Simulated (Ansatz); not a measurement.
# One shape, several levels: C2H9GeN (Ge(NMe2)H3)

Wanted: a comparison of 5 runs (HF/3-21G, PBE0/3-21G, B3LYP/6-31G*, PBE0/def2-SVP, PBE0/def2-TZVP) of C2H9GeN (Ge(NMe2)H3). 

The calculation is run with Ansatz 0.2.0.

3 further runs of the same task are left out: 1 for a known fault of the program, 2 set aside as unsound or not needed.

## (1) The system as given

C2H9GeN has 13 atoms, charge 0, and is taken as a singlet. As SMILES, `[H][Ge]([H])([H])[N](C)C`. Geometry: a GFN2-xTB relaxation, a rough one for these elements and not checked as a minimum.

Bond lengths: Ge1–N2 1.821 Å, N2–C3 1.446 Å, N2–C4 1.446 Å, C3–H5 1.093 Å, C3–H6 1.089 Å, C3–H7 1.097 Å, C4–H8 1.089 Å, C4–H9 1.098 Å, C4–H10 1.093 Å, Ge1–H11 1.494 Å, Ge1–H12 1.494 Å, Ge1–H13 1.514 Å. Some angles: Ge1–N2–C3 119.4°, Ge1–N2–C4 119.3°, C3–N2–C4 112.0°, N2–Ge1–H11 105.2°, N2–Ge1–H12 105.2°, N2–Ge1–H13 117.3°, N2–C3–H5 109.6°, N2–C3–H6 109.3°, N2–C3–H7 112.8°, N2–C4–H8 109.3°.

## (2) Energy and gradient at HF/3-21G (run 1)

Input file in.yaml:

```yaml
crystal:
  periodic: [false, false, false]
  atoms:
    - {symbol: Ge, position_ang: [-0.027220, -0.053370, -1.692250]}
    - {symbol: "N", position_ang: [0.142610, 0.261430, 0.093350]}
    - {symbol: C, position_ang: [1.077550, -0.526290, 0.866420]}
    - {symbol: C, position_ang: [-1.026950, 0.622590, 0.863780]}
    - {symbol: H, position_ang: [1.400650, 0.043390, 1.741910]}
    - {symbol: H, position_ang: [1.950500, -0.750470, 0.254430]}
    - {symbol: H, position_ang: [0.646200, -1.471850, 1.218820]}
    - {symbol: H, position_ang: [-1.686050, 1.236270, 0.250830]}
    - {symbol: H, position_ang: [-1.590380, -0.251580, 1.214540]}
    - {symbol: H, position_ang: [-0.724270, 1.201900, 1.740240]}
    - {symbol: H, position_ang: [1.370400, -0.087240, -2.219400]}
    - {symbol: H, position_ang: [-0.806760, 1.105560, -2.222870]}
    - {symbol: H, position_ang: [-0.726260, -1.330340, -2.109800]}
basis:
  gaussian:
    orbitals: 3-21G-spherical.json
accuracy: high
hamiltonian:
  xc: hf
output:
  forces: true
  orbitals: {seedname: orbitals}
```

The basis set 3-21G is read from a file made from the Basis Set Exchange's data (not shown).

Run with:

```
ansatz run in.yaml --threads 1 --pin off --max-ram 3480MiB --events-out events.jsonl --progress --plain --runs-dir runs
```

Log, shortened:

```text
Warning: RAYON_NUM_THREADS=1 ignored (pool sized by the plan → 1); use --threads N
Functional definition: HF
  name "HF"
[...]
1511 factors; integrals over basis functions are off by at most 1.1e-8 eV
[...]
mean field -59864.98236066 eV, -2199.9975238116 hartree, gradient 2.9e-8 eV, S^2 0.000000; 0 other end points of the search recorded, 0 dependent functions left out
[...]
reference -59864.98236066 eV, -2199.9975238116 hartree; 30, 30 occupied and 37, 37 virtual orbitals, 1511 factors
Total energy: -59864.98236066 eV, -2199.9975238116 hartree
Atom 0 at    -0.027220    -0.053370    -1.692250 Å, force     0.250199     0.459702     0.942936 eV/Å
Atom 1 at     0.142610     0.261430     0.093350 Å, force    -0.393507    -0.727031    -0.990144 eV/Å
Atom 2 at     1.077550    -0.526290     0.866420 Å, force     0.678001    -0.140084     0.373202 eV/Å
Atom 3 at    -1.026950     0.622590     0.863780 Å, force    -0.491106     0.488441     0.378293 eV/Å
Atom 4 at     1.400650     0.043390     1.741910 Å, force     0.018814    -0.215451    -0.177673 eV/Å
Atom 5 at     1.950500    -0.750470     0.254430 Å, force    -0.054628    -0.022398     0.289760 eV/Å
Atom 6 at     0.646200    -1.471850     1.218820 Å, force     0.129957     0.155473    -0.042742 eV/Å
Atom 7 at    -1.686050     1.236270     0.250830 Å, force     0.010388    -0.057478     0.286146 eV/Å
Atom 8 at    -1.590380    -0.251580     1.214540 Å, force     0.061770     0.198044    -0.042091 eV/Å
Atom 9 at    -0.724270     1.201900     1.740240 Å, force    -0.189685    -0.100537    -0.178270 eV/Å
Atom 10 at     1.370400    -0.087240    -2.219400 Å, force     0.740518    -0.066635    -0.405802 eV/Å
Atom 11 at    -0.806760     1.105560    -2.222870 Å, force    -0.454195     0.587757    -0.407722 eV/Å
Atom 12 at    -0.726260    -1.330340    -2.109800 Å, force    -0.306526    -0.559802    -0.025892 eV/Å
Dipole moment:    -0.073393    -0.134263     0.083372 e Å
```

Wall time 5.4 s (1 thread of Intel Xeon at 2.70GHz, shared host).

## (3) Energy and forces at PBE0/3-21G (run 2)

Input file molecule.yaml:

```yaml
crystal:
  periodic: [false, false, false]
  atoms:
    - {symbol: Ge, position_ang: [-0.027220, -0.053370, -1.692250]}
    - {symbol: N, position_ang: [0.142610, 0.261430, 0.093350]}
    - {symbol: C, position_ang: [1.077550, -0.526290, 0.866420]}
    - {symbol: C, position_ang: [-1.026950, 0.622590, 0.863780]}
    - {symbol: H, position_ang: [1.400650, 0.043390, 1.741910]}
    - {symbol: H, position_ang: [1.950500, -0.750470, 0.254430]}
    - {symbol: H, position_ang: [0.646200, -1.471850, 1.218820]}
    - {symbol: H, position_ang: [-1.686050, 1.236270, 0.250830]}
    - {symbol: H, position_ang: [-1.590380, -0.251580, 1.214540]}
    - {symbol: H, position_ang: [-0.724270, 1.201900, 1.740240]}
    - {symbol: H, position_ang: [1.370400, -0.087240, -2.219400]}
    - {symbol: H, position_ang: [-0.806760, 1.105560, -2.222870]}
    - {symbol: H, position_ang: [-0.726260, -1.330340, -2.109800]}
basis:
  gaussian: {orbitals: 3-21G-spherical.json}
hamiltonian: {xc: {name: PBE0}}
accuracy: high
output: {forces: true, orbitals: {seedname: orbitals}}
```

The basis set 3-21G is read from a file made from the Basis Set Exchange's data (not shown).

Run with:

```
ansatz run molecule.yaml --threads 1 --pin off --max-ram 3480MiB --events-out events.jsonl --progress --plain --runs-dir runs
```

Log, shortened:

```text
Warning: RAYON_NUM_THREADS=1 ignored (pool sized by the plan → 1); use --threads N
Functional definition: PBE0
  name "PBE0"
[...]
1511 factors; integrals over basis functions are off by at most 1.1e-8 eV
[...]
mean field -59923.30227950 eV, -2202.1407412987 hartree, gradient 9.3e-8 eV, S^2 0.000000; 0 other end points of the search recorded, 0 dependent functions left out
[...]
reference -59923.30228201 eV, -2202.1407413907 hartree; 30, 30 occupied and 37, 37 virtual orbitals, 1511 factors
Total energy: -59923.30228201 eV, -2202.1407413907 hartree
Atom 0 at    -0.027220    -0.053370    -1.692250 Å, force     0.178594     0.328988     1.051236 eV/Å
Atom 1 at     0.142610     0.261430     0.093350 Å, force    -0.188285    -0.351620    -0.982785 eV/Å
Atom 2 at     1.077550    -0.526290     0.866420 Å, force     0.253426     0.022651     0.062313 eV/Å
Atom 3 at    -1.026950     0.622590     0.863780 Å, force    -0.123635     0.219522     0.067695 eV/Å
Atom 4 at     1.400650     0.043390     1.741910 Å, force     0.122132     0.060822     0.200138 eV/Å
Atom 5 at     1.950500    -0.750470     0.254430 Å, force     0.267120    -0.087625    -0.015306 eV/Å
Atom 6 at     0.646200    -1.471850     1.218820 Å, force    -0.039736    -0.265974     0.137195 eV/Å
Atom 7 at    -1.686050     1.236270     0.250830 Å, force    -0.217947     0.178145    -0.018845 eV/Å
Atom 8 at    -1.590380    -0.251580     1.214540 Å, force    -0.201417    -0.172618     0.136973 eV/Å
Atom 9 at    -0.724270     1.201900     1.740240 Å, force    -0.014016     0.135524     0.200011 eV/Å
Atom 10 at     1.370400    -0.087240    -2.219400 Å, force     0.812050    -0.062316    -0.348166 eV/Å
Atom 11 at    -0.806760     1.105560    -2.222870 Å, force    -0.489240     0.650398    -0.350439 eV/Å
Atom 12 at    -0.726260    -1.330340    -2.109800 Å, force    -0.359047    -0.655898    -0.140019 eV/Å
Dipole moment:    -0.057833    -0.105753     0.091735 e Å
```

Run time: 8.4 s. Hardware: 1 thread of Intel Xeon at 2.70GHz, shared host.

Runs 3 to 4 aren't shown in full; the table further down has their settings and results.

## (4) Energy and forces at PBE0/def2-TZVP (run 5)

Input file run.yaml:

```yaml
crystal:
  periodic: [false, false, false]
  atoms:
    - symbol: Ge
      position_ang: [-0.027220, -0.053370, -1.692250]
    - symbol: N
      position_ang: [0.142610, 0.261430, 0.093350]
    - symbol: C
      position_ang: [1.077550, -0.526290, 0.866420]
    - symbol: C
      position_ang: [-1.026950, 0.622590, 0.863780]
    - symbol: H
      position_ang: [1.400650, 0.043390, 1.741910]
    - symbol: H
      position_ang: [1.950500, -0.750470, 0.254430]
    - symbol: H
      position_ang: [0.646200, -1.471850, 1.218820]
    - symbol: H
      position_ang: [-1.686050, 1.236270, 0.250830]
    - symbol: H
      position_ang: [-1.590380, -0.251580, 1.214540]
    - symbol: H
      position_ang: [-0.724270, 1.201900, 1.740240]
    - symbol: H
      position_ang: [1.370400, -0.087240, -2.219400]
    - symbol: H
      position_ang: [-0.806760, 1.105560, -2.222870]
    - symbol: H
      position_ang: [-0.726260, -1.330340, -2.109800]
basis:
  gaussian: {orbitals: def2-TZVP}
hamiltonian: {xc: pbe0}
accuracy: high
output: {forces: true, orbitals: {seedname: orbitals}}
```

Run with:

```
ansatz run run.yaml --threads 1 --pin off --max-ram 3480MiB --events-out events.jsonl --progress --plain --runs-dir runs
```

Log, shortened:

```text
Warning: RAYON_NUM_THREADS=1 ignored (pool sized by the plan → 1); use --threads N
[... 2 set-up lines as earlier in the session ...]
[...]
3695 factors; integrals over basis functions are off by at most 8.2e-9 eV
[...]
mean field -60218.29016380 eV, -2212.9813460967 hartree, gradient 3.1e-8 eV, S^2 0.000000; 0 other end points of the search recorded, 0 dependent functions left out
[...]
reference -60218.29016710 eV, -2212.9813462179 hartree; 30, 30 occupied and 165, 165 virtual orbitals, 3695 factors
Total energy: -60218.29016710 eV, -2212.9813462179 hartree
Atom 0 at    -0.027220    -0.053370    -1.692250 Å, force     0.008052     0.014535     0.326826 eV/Å
Atom 1 at     0.142610     0.261430     0.093350 Å, force    -0.019905    -0.038707     0.652294 eV/Å
Atom 2 at     1.077550    -0.526290     0.866420 Å, force    -0.189904     0.172503    -0.381544 eV/Å
Atom 3 at    -1.026950     0.622590     0.863780 Å, force     0.243303    -0.072580    -0.375444 eV/Å
Atom 4 at     1.400650     0.043390     1.741910 Å, force     0.088255     0.010459     0.097246 eV/Å
Atom 5 at     1.950500    -0.750470     0.254430 Å, force     0.167243    -0.069937     0.068992 eV/Å
Atom 6 at     0.646200    -1.471850     1.218820 Å, force     0.004302    -0.150345     0.084250 eV/Å
Atom 7 at    -1.686050     1.236270     0.250830 Å, force    -0.149285     0.103595     0.065729 eV/Å
Atom 8 at    -1.590380    -0.251580     1.214540 Å, force    -0.127829    -0.073198     0.084121 eV/Å
Atom 9 at    -0.724270     1.201900     1.740240 Å, force    -0.037963     0.079791     0.097082 eV/Å
Atom 10 at     1.370400    -0.087240    -2.219400 Å, force     0.760050    -0.025830    -0.338399 eV/Å
Atom 11 at    -0.806760     1.105560    -2.222870 Å, force    -0.430511     0.626325    -0.340181 eV/Å
Atom 12 at    -0.726260    -1.330340    -2.109800 Å, force    -0.315808    -0.576610    -0.040972 eV/Å
Dipole moment:    -0.031735    -0.058020     0.089028 e Å
```

It took 47 s on 1 thread of Intel Xeon at 2.70GHz, shared host; peak memory 1.1 GiB.

## (5) The series

| run | level | Cartesian functions | energy (Eh) | dipole moment (D) | HOMO energy (eV) | LUMO energy (eV) | wall time |
| --- | --- | --- | --- | --- | --- | --- | --- |
| 1 | HF/3-21G | no | -2199.997524 | 0.84 | -9.14 | 4.47 | 5.4 s |
| 2 | PBE0/3-21G | no | -2202.140741 | 0.73 | -5.66 | 1.28 | 8.4 s |
| 3 | B3LYP/6-31G* (Cartesian functions) | yes | -2213.123892 | 0.56 | -5.68 | 0.71 | 17 s |
| 4 | PBE0/def2-SVP | no | -2212.571510 | 0.59 | -6.06 | 0.94 | 20 s |
| 5 | PBE0/def2-TZVP | no | -2212.981346 | 0.53 | -6.16 | 0.63 | 47 s |

## (6) Summary of results

| quantity | value |
| --- | --- |
| run 5: total energy | -2212.98135 Eh |
| run 5: dipole moment | 0.53 D |
| run 5: HOMO energy | -6.16 eV |
| run 5: LUMO energy | 0.63 eV |
| run 5: HOMO–LUMO gap | 6.79 eV |
| run 5: largest force on an atom | 0.833 eV/Å |

In words: The dipole moment (its size) runs from 0.53 D (PBE0/def2-TZVP) to 0.84 D (HF/3-21G). The two ends differ in method and basis. The HOMO–LUMO gap runs from 6.40 eV (B3LYP/6-31G*) to 13.61 eV (HF/3-21G). Totals of different functionals can't be ranked against each other. All runs together took 97 s, the longest 47 s.
